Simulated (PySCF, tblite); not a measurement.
# C₆H₁₄Ge: infrared bands, NMR shifts and electronic excitations in gas and solvents, part 2 of 2

tblite 0.8.0 and PySCF 2.14.0. Atoms count from 0. The steps go on from the part before.

### 6 Ultraviolet spectrum: CAM-B3LYP/def2-SVPD

Job settings and geometry (Å):

```
{"job": {"kind": "uv", "xc": "CAM-B3LYP", "basis": "def2-SVPD", "ip": true, "dynamic": true}, "charge": 0, "multiplicity": 1}
C     -1.615953    -1.716351    -0.400872
C     -1.295749    -0.257763    -0.684229
C     -0.638408     0.464991     0.483562
C     -0.236464     1.931137     0.167969
C      1.248835     1.810856    -0.249978
Ge     1.306784     0.077288     0.702936
C      2.120333    -1.461784    -0.183665
H     -0.704959    -2.291142    -0.167930
H     -2.105170    -2.200507    -1.260107
H     -2.291867    -1.810990     0.464032
H     -0.654361    -0.184915    -1.582588
H     -2.228241     0.274885    -0.951827
H     -1.268915     0.367367     1.381806
H     -0.317161     2.543917     1.080092
H     -0.887720     2.407068    -0.587841
H      1.369040     1.661854    -1.334709
H      1.905190     2.635154     0.060887
H      1.814512     0.185197     2.159582
H      1.708692    -1.583506    -1.195963
H      3.208220    -1.313952    -0.264454
H      1.938236    -2.386383     0.383525
```

With the program's defaults for keys left out, this is: TDDFT CAM-B3LYP/def2-SVPD, vertical, gas phase, core orbitals frozen in the response.

Output:

```text
coarse grid: 73104 points
cycle   1  E = -2313.5489861772  dE = -2.049e-02  |g| = 5.261e-01  |ddm| = 6.750e+00
cycle   2  E = -2313.5565706470  dE = -7.584e-03  |g| = 5.271e-01  |ddm| = 1.532e+00
cycle   3  E = -2313.6021312250  dE = -4.556e-02  |g| = 3.328e-02  |ddm| = 8.826e-01
cycle   4  E = -2313.6023009116  dE = -1.697e-04  |g| = 2.229e-02  |ddm| = 1.024e-01
cycle   5  E = -2313.6024270825  dE = -1.262e-04  |g| = 3.057e-03  |ddm| = 3.889e-02
cycle   6  E = -2313.6024295711  dE = -2.489e-06  |g| = 8.913e-04  |ddm| = 7.046e-03
final grid: 155496 points
cycle   7  E = -2313.6023805951  dE = -1.439e-07  |g| = 8.323e-04  |ddm| = 1.067e-02
cycle   8  E = -2313.6023805821  dE =  1.301e-08  |g| = 8.644e-04  |ddm| = 2.878e-03
cycle   9  E = -2313.6023807562  dE = -1.741e-07  |g| = 6.530e-05  |ddm| = 1.308e-03
cycle  10  E = -2313.6023807573  dE = -1.087e-09  |g| = 1.309e-05  |ddm| = 1.463e-04
cycle  11  E = -2313.6023807573  dE = -6.003e-11  |g| = 5.761e-06  |ddm| = 7.435e-05
converged SCF energy = -2313.6023807573

Static polarisability (au): isotropic 101.281, principal 89.042 104.028 110.773

Singlet excitations
state   eV       nm        f      main configurations
  1   6.9433    178.6   0.01660   H->L 0.39, H->L+1 0.30, H->L+2 0.11
  2   7.1746    172.8   0.01904   H->L 0.34, H-1->L+1 0.32, H->L+1 0.12
  3   7.2117    171.9   0.07084   H->L+1 0.40, H-1->L+1 0.24, H-1->L 0.21
  4   7.3109    169.6   0.01813   H->L+2 0.78, H->L 0.12
  5   7.4740    165.9   0.02840   H-1->L 0.59, H-1->L+1 0.20
  6   7.5873    163.4   0.06589   H-1->L+2 0.77
  7   7.6701    161.6   0.02676   H->L+3 0.83
  8   7.9035    156.9   0.01569   H-1->L+3 0.56, H-1->L+4 0.16, H-1->L+2 0.09
  9   8.0376    154.3   0.00827   H->L+5 0.54, H->L+6 0.25
 10   8.1901    151.4   0.18492   H->L+4 0.52, H-2->L 0.14, H->L+6 0.10

Triplet excitations (Tamm-Dancoff, eV): 6.3363 6.7065 6.9274 7.1474
Vertical ionisation energy (delta-SCF) = 9.0959 eV
```

Wall time 9 min (1 thread of Arm Neoverse N1, shared host); peak memory 1.3 GiB.

The orbitals next to the gap, with their largest atomic shares:

```csv
orbital,eV,atoms
HOMO−3,-10.46,"C3 20 %, C2 13 %, C0 11 %"
HOMO−2,-9.88,"Ge5 20 %, C6 17 %, H17 16 %"
HOMO−1,-8.80,"C4 33 %, Ge5 19 %, C3 12 %"
HOMO,-8.49,"C2 34 %, Ge5 20 %, C1 9 %"
LUMO,1.22,"Ge5 25 %, C6 15 %, C0 8 %"
LUMO+1,1.52,"Ge5 20 %, C4 15 %, H16 8 %"
LUMO+2,1.65,"Ge5 15 %, H13 12 %, H12 10 %"
```

With each of the 10 states as a Gaussian band of 0.4 eV half-width at 1/e, the curve within the window shown has maxima at 166 nm (ε 8,100), 153 nm (ε 8,900) L/(mol cm). Beyond the last state computed it falls off for lack of states. The curve at chosen wavelengths:

(nm, ε (L/mol/cm)): (146, 4468), (148, 6475), (150, 8065), (152, 8855), (154, 8861), (156, 8436), (158, 7997), (160, 7792), (162, 7833), (164, 7980), (166, 8058), (168, 7937), (170, 7553), (171, 7261), (173, 6503), (175, 5575), (177, 4571), (179, 3583), (181, 2689), (183, 1934), (185, 1337), (187, 889), (189, 570), (191, 354), (193, 212), (195, 123)

Leading natural transition orbitals of singlet state 10: the hole lies on C2 33 %; Ge5 19 %; H11, H12 about 8 % each; the particle on H11 19 %; H8 11 %; H17 8 %.

Leading natural transition orbitals of singlet state 1: the hole lies on C2 36 %; Ge5 18 %; H11, H12, H17 about 6 % each; the particle on H12, H17 about 17 % each; Ge5 12 %; H20 10 %.

Further results of this job:

```csv
property,computed
dipole moment (D),0.50
polarisability (Å³),15.01
HOMO–LUMO gap (eV),9.70
−ε(HOMO) (eV),8.49
C6 with itself (au),4104
```

### 7 Nuclear shieldings: PBE/pcSseg-1

The job, as its differences from that of step 6:

```diff
@@ -1,2 +1,2 @@
-{"job": {"kind": "uv", "xc": "CAM-B3LYP", "basis": "def2-SVPD", "ip": true, "dynamic": true}, "charge": 0, "multiplicity": 1}
+{"job": {"kind": "nmr", "xc": "PBE", "basis": "pcSseg-1", "pop": false}, "charge": 0, "multiplicity": 1}
 C     -1.615953    -1.716351    -0.400872
```

Level: GIAO PBE/pcSseg-1 NMR shielding, non-relativistic, gas phase.

Output:

```text
coarse grid: 73104 points
cycle   1  E = -2312.9352958311  dE = -3.353e-01  |g| = 1.309e+00  |ddm| = 4.111e+00
cycle   2  E = -2312.5075666918  dE =  4.277e-01  |g| = 1.884e+00  |ddm| = 2.341e+00
cycle   3  E = -2313.1341688014  dE = -6.266e-01  |g| = 2.803e-01  |ddm| = 1.855e+00
cycle   4  E = -2313.1538253787  dE = -1.966e-02  |g| = 1.198e-01  |ddm| = 4.209e-01
cycle   5  E = -2313.1569652132  dE = -3.140e-03  |g| = 3.154e-02  |ddm| = 1.354e-01
cycle   6  E = -2313.1572356322  dE = -2.704e-04  |g| = 6.966e-03  |ddm| = 4.004e-02
cycle   7  E = -2313.1572453486  dE = -9.716e-06  |g| = 2.138e-03  |ddm| = 8.593e-03
final grid: 155496 points
cycle   8  E = -2313.1572002932  dE =  1.288e-06  |g| = 3.274e-03  |ddm| = 6.880e-03
cycle   9  E = -2313.1571961207  dE =  4.173e-06  |g| = 5.390e-03  |ddm| = 8.596e-03
cycle  10  E = -2313.1572029776  dE = -6.857e-06  |g| = 4.658e-04  |ddm| = 5.131e-03
cycle  11  E = -2313.1572030317  dE = -5.417e-08  |g| = 1.182e-04  |ddm| = 5.881e-04
cycle  12  E = -2313.1572030352  dE = -3.460e-09  |g| = 1.238e-05  |ddm| = 1.315e-04
cycle  13  E = -2313.1572030352  dE = -3.911e-11  |g| = 4.284e-06  |ddm| = 1.785e-05
converged SCF energy = -2313.1572030352

GIAO shielding tensors (ppm)
atom      isotropic    diamagn.    paramagn.     s11        s22        s33       span
  0 C      162.806     246.803     -83.997    150.396    156.288    181.735     31.340
  1 C      148.979     247.343     -98.363    128.168    155.314    163.455     35.287
  2 C      136.323     249.300    -112.977    117.370    135.301    156.299     38.930
  3 C      147.047     248.839    -101.792    121.081    152.571    167.489     46.409
  4 C      161.191     252.582     -91.391    134.458    161.081    188.034     53.576
  5 Ge    1302.559    2757.108   -1454.549   1193.335   1346.217   1368.123    174.788
  6 C      182.388     251.633     -69.245    173.671    183.344    190.149     16.477
  7 H       30.436      31.705      -1.269     25.068     31.820     34.418      9.351
  8 H       30.019      28.173       1.846     25.806     26.878     37.372     11.567
  9 H       30.392      29.625       0.768     26.570     27.943     36.664     10.094
 10 H       29.378      32.871      -3.494     26.231     29.750     32.153      5.921
 11 H       29.564      30.650      -1.086     24.581     28.479     35.632     11.051
 12 H       29.330      33.520      -4.190     25.044     28.811     34.135      9.091
 13 H       28.593      31.081      -2.488     24.712     26.953     34.115      9.403
 14 H       29.377      30.541      -1.165     24.657     27.326     36.147     11.489
 15 H       29.501      31.445      -1.945     26.722     27.082     34.699      7.976
 16 H       29.652      30.147      -0.495     25.468     26.412     37.076     11.608
 17 H       26.100      30.105      -4.005     20.263     21.649     36.387     16.124
 18 H       30.560      31.760      -1.200     25.754     29.760     36.166     10.412
 19 H       30.842      27.903       2.939     25.780     27.653     39.094     13.315
 20 H       30.805      29.648       1.157     26.276     27.568     38.572     12.296
```

It took 93 s on 1 thread of Arm Neoverse N1, shared host; peak memory 1 GiB.

This run: δ C2 43.7, C3 33.0, C1 31.1, C4 18.8, H17 5.10, H13 2.60 ppm.

### 8 Shielding tensors: PBE0/pcSseg-1 in chloroform

The job, as its differences from that of step 7:

```diff
@@ -1,2 +1,2 @@
-{"job": {"kind": "nmr", "xc": "PBE", "basis": "pcSseg-1", "pop": false}, "charge": 0, "multiplicity": 1}
+{"job": {"kind": "nmr", "xc": "PBE0", "basis": "pcSseg-1", "solvent": "chloroform", "pop": true}, "charge": 0, "multiplicity": 1}
 C     -1.615953    -1.716351    -0.400872
```

Level: GIAO PBE0/pcSseg-1 NMR shielding, non-relativistic, IEF-PCM chloroform.

Output:

```text
coarse grid: 73104 points
cycle   1  E = -2313.1471458599  dE = -2.264e-01  |g| = 9.589e-01  |ddm| = 4.017e+00
cycle   2  E = -2313.0967441884  dE =  5.040e-02  |g| = 1.034e+00  |ddm| = 1.185e+00
cycle   3  E = -2313.2475416267  dE = -1.508e-01  |g| = 9.693e-02  |ddm| = 7.567e-01
cycle   4  E = -2313.2491849705  dE = -1.643e-03  |g| = 4.407e-02  |ddm| = 1.164e-01
cycle   5  E = -2313.2496650966  dE = -4.801e-04  |g| = 5.233e-03  |ddm| = 4.189e-02
cycle   6  E = -2313.2496718206  dE = -6.724e-06  |g| = 1.551e-03  |ddm| = 6.990e-03
final grid: 155496 points
cycle   7  E = -2313.2496424724  dE =  7.737e-08  |g| = 1.785e-03  |ddm| = 3.848e-03
cycle   8  E = -2313.2496421021  dE =  3.703e-07  |g| = 2.196e-03  |ddm| = 3.165e-03
cycle   9  E = -2313.2496432621  dE = -1.160e-06  |g| = 1.403e-04  |ddm| = 1.707e-03
cycle  10  E = -2313.2496432658  dE = -3.609e-09  |g| = 2.783e-05  |ddm| = 1.283e-04
cycle  11  E = -2313.2496432659  dE = -1.701e-10  |g| = 3.995e-06  |ddm| = 2.755e-05
converged SCF energy = -2313.2496432659

GIAO shielding tensors (ppm)
atom      isotropic    diamagn.    paramagn.     s11        s22        s33       span
  0 C      168.125     247.168     -79.044    156.053    162.268    186.052     29.999
  1 C      155.958     247.179     -91.221    135.944    161.871    170.058     34.114
  2 C      144.967     249.416    -104.449    126.228    143.562    165.110     38.882
  3 C      153.799     248.926     -95.126    129.048    158.932    173.417     44.369
  4 C      168.471     253.197     -84.727    142.643    169.099    193.670     51.027
  5 Ge    1365.248    2756.707   -1391.459   1260.399   1402.379   1432.965    172.566
  6 C      188.227     252.213     -63.986    180.412    189.407    194.860     14.448
  7 H       30.518      31.482      -0.964     24.844     31.853     34.859     10.015
  8 H       30.109      28.256       1.853     25.667     26.783     37.876     12.209
  9 H       30.459      29.622       0.837     26.353     27.951     37.072     10.719
 10 H       29.526      32.587      -3.061     26.142     29.812     32.624      6.482
 11 H       29.737      30.861      -1.124     24.462     28.539     36.209     11.748
 12 H       29.561      33.545      -3.984     25.006     28.874     34.803      9.798
 13 H       28.768      31.286      -2.518     24.718     26.880     34.706      9.988
 14 H       29.560      30.663      -1.103     24.688     27.351     36.641     11.954
 15 H       29.648      31.390      -1.742     26.617     27.209     35.118      8.501
 16 H       29.853      30.431      -0.579     25.444     26.329     37.785     12.341
 17 H       26.422      30.153      -3.731     20.500     21.871     36.895     16.395
 18 H       30.609      31.527      -0.918     25.522     29.682     36.622     11.100
 19 H       30.898      27.884       3.014     25.587     27.509     39.597     14.010
 20 H       30.877      29.547       1.330     26.115     27.491     39.024     12.909
```

It took 80 s on 1 thread of Arm Neoverse N1, shared host; peak memory 1.2 GiB.

This run: δ C2 40.2, C3 31.4, C1 29.2, C0 17.0, H17 4.82, H13 2.48 ppm.

### 9 Shielding tensors: PBE0/pcSseg-1 in methanol

The job, as its differences from that of step 8:

```diff
@@ -1,2 +1,2 @@
-{"job": {"kind": "nmr", "xc": "PBE0", "basis": "pcSseg-1", "solvent": "chloroform", "pop": true}, "charge": 0, "multiplicity": 1}
+{"job": {"kind": "nmr", "xc": "PBE0", "basis": "pcSseg-1", "solvent": "methanol", "pop": false}, "charge": 0, "multiplicity": 1}
 C     -1.615953    -1.716351    -0.400872
```

With the program's defaults for keys left out, this is: GIAO PBE0/pcSseg-1 NMR shielding, non-relativistic, IEF-PCM methanol.

Output:

```text
coarse grid: 73104 points
cycle   1  E = -2313.1481496545  dE = -2.273e-01  |g| = 9.580e-01  |ddm| = 4.017e+00
cycle   2  E = -2313.0999077478  dE =  4.824e-02  |g| = 1.029e+00  |ddm| = 1.173e+00
cycle   3  E = -2313.2482106326  dE = -1.483e-01  |g| = 9.380e-02  |ddm| = 7.429e-01
cycle   4  E = -2313.2497094528  dE = -1.499e-03  |g| = 4.207e-02  |ddm| = 1.093e-01
cycle   5  E = -2313.2501473371  dE = -4.379e-04  |g| = 4.892e-03  |ddm| = 3.936e-02
cycle   6  E = -2313.2501531098  dE = -5.773e-06  |g| = 1.488e-03  |ddm| = 6.438e-03
final grid: 155496 points
cycle   7  E = -2313.2501237997  dE =  6.872e-08  |g| = 1.729e-03  |ddm| = 3.638e-03
cycle   8  E = -2313.2501234585  dE =  3.412e-07  |g| = 2.128e-03  |ddm| = 2.972e-03
cycle   9  E = -2313.2501245337  dE = -1.075e-06  |g| = 1.288e-04  |ddm| = 1.610e-03
cycle  10  E = -2313.2501245368  dE = -3.046e-09  |g| = 2.571e-05  |ddm| = 1.128e-04
cycle  11  E = -2313.2501245369  dE = -1.573e-10  |g| = 4.234e-06  |ddm| = 2.559e-05
converged SCF energy = -2313.2501245369

GIAO shielding tensors (ppm)
atom      isotropic    diamagn.    paramagn.     s11        s22        s33       span
  0 C      168.341     247.281     -78.940    156.258    162.467    186.298     30.040
  1 C      156.116     247.203     -91.087    135.967    162.081    170.299     34.332
  2 C      145.020     249.429    -104.409    126.296    143.586    165.179     38.884
  3 C      153.951     249.028     -95.076    129.191    159.078    173.586     44.395
  4 C      168.669     253.293     -84.624    142.881    169.289    193.837     50.957
  5 Ge    1364.589    2756.687   -1392.097   1258.718   1401.188   1433.862    175.144
  6 C      188.385     252.300     -63.915    180.516    189.604    195.036     14.520
  7 H       30.496      31.488      -0.992     24.805     31.822     34.860     10.055
  8 H       30.106      28.260       1.846     25.657     26.775     37.886     12.229
  9 H       30.466      29.643       0.822     26.353     27.958     37.085     10.732
 10 H       29.481      32.559      -3.078     26.089     29.762     32.592      6.503
 11 H       29.747      30.880      -1.132     24.460     28.556     36.225     11.765
 12 H       29.557      33.549      -3.992     25.002     28.871     34.800      9.798
 13 H       28.759      31.292      -2.533     24.708     26.871     34.697      9.989
 14 H       29.563      30.689      -1.126     24.684     27.358     36.648     11.964
 15 H       29.619      31.387      -1.768     26.579     27.186     35.092      8.514
 16 H       29.865      30.438      -0.573     25.453     26.340     37.802     12.350
 17 H       26.459      30.212      -3.753     20.547     21.915     36.914     16.368
 18 H       30.569      31.517      -0.949     25.462     29.638     36.606     11.145
 19 H       30.884      27.848       3.036     25.557     27.492     39.603     14.045
 20 H       30.850      29.521       1.329     26.072     27.460     39.017     12.945
```

Wall time 77 s (1 thread of Arm Neoverse N1, shared host); peak memory 1.2 GiB.

In short: δ C2 40.4, C3 31.5, C1 29.3, C0 17.1, H17 4.78, H13 2.48 ppm.

### 10 TDDFT and polarisability: CAM-B3LYP/def2-SVPD in chloroform

The job, as its differences from that of step 9:

```diff
@@ -1,2 +1,2 @@
-{"job": {"kind": "nmr", "xc": "PBE0", "basis": "pcSseg-1", "solvent": "methanol", "pop": false}, "charge": 0, "multiplicity": 1}
+{"job": {"kind": "uv", "xc": "CAM-B3LYP", "basis": "def2-SVPD", "solvent": "chloroform", "nstates": 6, "ntriplets": 0}, "charge": 0, "multiplicity": 1}
 C     -1.615953    -1.716351    -0.400872
```

With the program's defaults for keys left out, this is: TDDFT CAM-B3LYP/def2-SVPD, vertical, IEF-PCM chloroform (non-equilibrium linear response), core orbitals frozen in the response.

Output:

```text
coarse grid: 73104 points
cycle   1  E = -2313.5511849216  dE = -2.213e-02  |g| = 5.230e-01  |ddm| = 6.747e+00
cycle   2  E = -2313.5601773549  dE = -8.992e-03  |g| = 5.185e-01  |ddm| = 1.523e+00
cycle   3  E = -2313.6033632693  dE = -4.319e-02  |g| = 3.064e-02  |ddm| = 8.703e-01
cycle   4  E = -2313.6035092665  dE = -1.460e-04  |g| = 1.975e-02  |ddm| = 9.477e-02
cycle   5  E = -2313.6036058294  dE = -9.656e-05  |g| = 2.549e-03  |ddm| = 3.407e-02
cycle   6  E = -2313.6036075841  dE = -1.755e-06  |g| = 8.553e-04  |ddm| = 5.855e-03
final grid: 155496 points
cycle   7  E = -2313.6035586598  dE = -1.260e-07  |g| = 8.276e-04  |ddm| = 1.058e-02
cycle   8  E = -2313.6035586396  dE =  2.020e-08  |g| = 8.746e-04  |ddm| = 2.661e-03
cycle   9  E = -2313.6035588264  dE = -1.868e-07  |g| = 5.313e-05  |ddm| = 1.276e-03
cycle  10  E = -2313.6035588271  dE = -6.703e-10  |g| = 1.374e-05  |ddm| = 1.272e-04
converged SCF energy = -2313.6035588271

Static polarisability (au): isotropic 127.718, principal 114.957 127.596 140.601

Singlet excitations
state   eV       nm        f      main configurations
  1   6.9282    179.0   0.02913   H->L+1 0.37, H->L 0.31, H->L+2 0.12
  2   7.1589    173.2   0.02621   H-1->L+1 0.37, H->L 0.31, H-1->L 0.08
  3   7.1814    172.6   0.12525   H->L+1 0.42, H-1->L+1 0.24, H-1->L 0.15
  4   7.3065    169.7   0.02449   H->L+2 0.73, H->L 0.17
  5   7.4678    166.0   0.05112   H-1->L 0.63, H-1->L+1 0.14
  6   7.5712    163.8   0.09612   H-1->L+2 0.74
```

Run time: 2.4 min. Hardware: 1 thread of Arm Neoverse N1, shared host; peak memory 1.6 GiB.

Key values: HOMO -8.38 eV, LUMO 1.35 eV; lowest singlet 6.93 eV.

### 11 Comparing the runs: NMR shifts

Shifts (ppm) of some atoms, chosen among heavy atoms and hydrogens apart, with basis size and wall time:

```csv
run,C2,C3,C1,C4,H17,H12,Ge5,functions,time
PBE0/pcSseg-1,39.6,31.0,28.8,16.4,4.93,1.68,-37,213,90 s
PBE/pcSseg-1,43.7,33.0,31.1,18.8,5.10,1.87,-42,213,93 s
PBE0/pcSseg-1 in chloroform,40.2,31.4,29.2,16.7,4.82,1.69,-36,213,80 s
PBE0/pcSseg-1 in methanol,40.4,31.5,29.3,16.8,4.78,1.68,-35,213,77 s
```

The continuum's effect on the ground state:

```csv
solvent,ε,polarisation energy (Eh),μ (D)
chloroform,4.71,-0.0013,0.69
methanol,32.61,-0.0018,0.77
```

### 12 Comparing the runs: electronic excitations

Excitations and ground-state properties, with basis size and wall time:

```csv
run,lowest singlet (eV),brightest (eV),f,gap (eV),α (Å³),μ (D),functions,time
CAM-B3LYP/def2-SVPD,6.94,8.19,0.185,9.70,15.01,0.50,270,9 min
CAM-B3LYP/def2-SVPD in chloroform,6.93,7.18,0.125,9.73,18.93,0.65,270,2.4 min
```

### 13 What came out

This closing draws on all 2 parts.

| quantity | value |
| --- | --- |
| strongest single infrared mode (GFN2-xTB) | 1827 cm⁻¹, 555 km/mol |
| zero-point energy (GFN2-xTB) | 112.7 kcal/mol |
| point group | C1 |
| rotational constants (main isotopes) | 2.23, 1.64, 1.11 GHz |
| 13C shifts against TMS (PBE0/pcSseg-1) | 39.6, 31.0, 28.8, 16.8, 16.4, -3.4 ppm |
| 1H shifts against TMS (PBE0/pcSseg-1, means over atoms taken as alike) | 4.93, 2.46, 1.72, 1.68, 1.66, 1.57, 1.54, 1.43, 0.89, 0.40 ppm |
| 73Ge shifts against GeMe4 (PBE0/pcSseg-1) | -37 ppm |
| surface potential, 1st and 99th percentile | -0.22 V and 0.70 V |
| lowest singlet (CAM-B3LYP/def2-SVPD) | 6.94 eV (179 nm), f = 0.017 |
| brightest single state of those computed | state 10, 8.19 eV, f = 0.185 |
| lowest triplet | 6.34 eV |
| vertical ionisation energy (ΔSCF) | 9.10 eV |
| range of the shift of Ge5 (PBE0/pcSseg-1 runs) | -37 to -35 ppm |
| range of the lowest singlet | 6.93 to 6.94 eV |

Over 113 steps the energy fell by 0.657 eV; of the close pairs, C2–Ge5 changed most, 1.903 to 2.018 Å (GFN2-xTB). All 57 modes are real, so the xTB geometry is a minimum. The strongest single mode, at 1827 cm⁻¹, moves mainly H17. Unscaled tight-binding wavenumbers are off by several per cent, some by more. Its intensities can rank the bands wrongly. Relaxing lowered the energy by 0.241 eV in 7 steps; the close pair that moved most is C6–H19, from 1.052 to 1.101 Å (PBE0/def2-SVP). At PBE0/pcSseg-1: The widest tensor belongs to Ge5: span 166 ppm, with a paramagnetic part of -1390 ppm. The first singlet state (HOMO→LUMO 0.39, HOMO→LUMO+1 0.30) lies at 6.94 eV and is weak; of the 10 states computed, the strongest absorption comes from state 10 at 8.19 eV (the last computed, so partners may be missing). The lowest triplet lies 0.61 eV below the lowest singlet (triplets in Tamm-Dancoff, singlets in full TDDFT). The orbital energy would give 8.49 eV for ionisation, ΔSCF gives 9.10 eV. At one level, PBE0/pcSseg-1: In ppm, Ge5 moves most: its shift spreads over 1 ppm, from -37 (PBE0/pcSseg-1) to -35 (PBE0/pcSseg-1 in methanol). The continuum holds electrostatics alone: no hydrogen bonds to the solvent, and the gas-phase geometry is kept. The lowest singlet runs from 6.93 eV (CAM-B3LYP/def2-SVPD in chloroform) to 6.94 eV (CAM-B3LYP/def2-SVPD), while the orbital gap spans 9.70 to 9.73 eV. The lowest state need not be the same one in every run. The runs solved for a few states only, so the brightest column depends on that window. Spin-orbit coupling is left out, which matters for shieldings and couplings at and beside the heavy atoms.
